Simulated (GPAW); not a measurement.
Crystal: InSb3.

```xyz
4
Lattice="4.8064 0.0000 0.0000 0.0000 4.8064 0.0000 0.0000 0.0000 4.8064" Properties=species:S:1:pos:R:3 pbc="T T T"
Sb    2.4032    2.4032    0.0000
Sb    0.0000    2.4032    2.4032
Sb    2.4032    0.0000    2.4032
In    0.0000    0.0000    0.0000
```

The cell comes from a database or a generator and needn't be the stable form of this composition.

Program: GPAW 26.7.0. Alike in all runs: no spin polarisation; cell as given; smearing fermi-dirac 0.05 eV.

Order these runs on this cell by their pressure, lowest first.
A. level PBE; potentials or basis GPAW PAW data sets (gpaw-data 1.2.1), pw; k mesh 6 × 6 × 6; cutoff (eV) 600; maxiter 150; band path GXMGRX,MR; band points 100
B. level LDA; potentials or basis the program's PAW data sets (release 1.2.1) made for this functional, pw; k mesh 5 × 5 × 5; cutoff (eV) 450; maxiter 120; convergence default
C. level LDA; potentials or basis the program's PAW data sets (release 1.2.1) made for this functional, pw; k mesh 6 × 6 × 6; cutoff (eV) 600; maxiter 150; band path GXMGRX,MR; band points 100

B (-5.8 GPa), C (-4.1 GPa), A (-0.1 GPa).

Caveats: the cutoff is short for stress and forces, so pressures can be off by a GPa or more (some runs).

Not every run made on this cell is shown here.
